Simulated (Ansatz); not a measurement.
BN, space group F-43m: a convergence test of the plane-wave cutoff, run with Ansatz's Python interface.

`run_ecut.py`:
```python
# -*- coding: utf-8 -*-
import warnings

import ansatz as az
from tabulate import tabulate

warnings.simplefilter("ignore", az.DeckWarning)

xtal = (
    az.Lattice.from_parameters(2.556191, 2.556191, 2.556191, alpha=60.0, beta=60.0, gamma=60.0)
    .atom("B", (0.0, 0.0, 0.0))
    .atom("N", (0.25, 0.25, 0.25))
)

calculation = xtal.calculation().kpoints(8, center="gamma").occupations(az.OccupationsMethod.FIXED)

rows = []
for value in [250, 325, 400, 475, 550, 625]:
    summary = calculation.basis(value).run(threads=1).report
    rows.append((value, summary["free_energy_ev"] / len(summary["lattice"]["sites"]), summary["n_iterations"], summary["n_pw"]))

print(tabulate(rows, headers=["cutoff (eV)", "F/atom (eV)", "iterations", "plane waves"], floatfmt=".4f", tablefmt="github"))

for row in rows[:-1]:
    shift = 1000 * (row[1] - rows[-1][1])
    print(f"{row[0]}: {shift:+.2f} meV/atom" + ("  (within 1 meV)" if abs(shift) < 1 else ""))
```

From which cutoff on is the energy per atom within 1 meV of the last row, and how does it get there?

From 475 eV on it stays within 1 meV an atom of the value at 625 eV; the first row (250 eV) is off by 540.2 meV and the last but one by 0.26 meV. The energy falls steadily, as expected when plane waves are added.

The run itself:

```console
$ python run_ecut.py
|   cutoff (eV) |   F/atom (eV) |   iterations |   plane waves |
|---------------|---------------|--------------|---------------|
|           250 |     -270.6008 |            6 |           113 |
|           325 |     -271.0677 |            6 |           169 |
|           400 |     -271.1335 |            6 |           181 |
|           475 |     -271.1405 |            6 |           283 |
|           550 |     -271.1407 |            6 |           331 |
|           625 |     -271.1410 |            6 |           411 |
250: +540.20 meV/atom
325: +73.26 meV/atom
400: +7.53 meV/atom
475: +0.51 meV/atom  (within 1 meV)
550: +0.26 meV/atom  (within 1 meV)
```

No functional is typed, so the default, PBE, holds. The starting cell is as deposited in a crystallographic database; the results hold for this polymorph, which needn't be the stable one. Shifts are counted from the last row, which is itself no proven limit. The script silences the warnings on its input, which a real study should read. Processor time in the engine: 1.8 s on 1 thread of Intel(R) Xeon(R) Processor @ 2.30GHz, with other jobs on the host, peak memory 0.42 GiB.
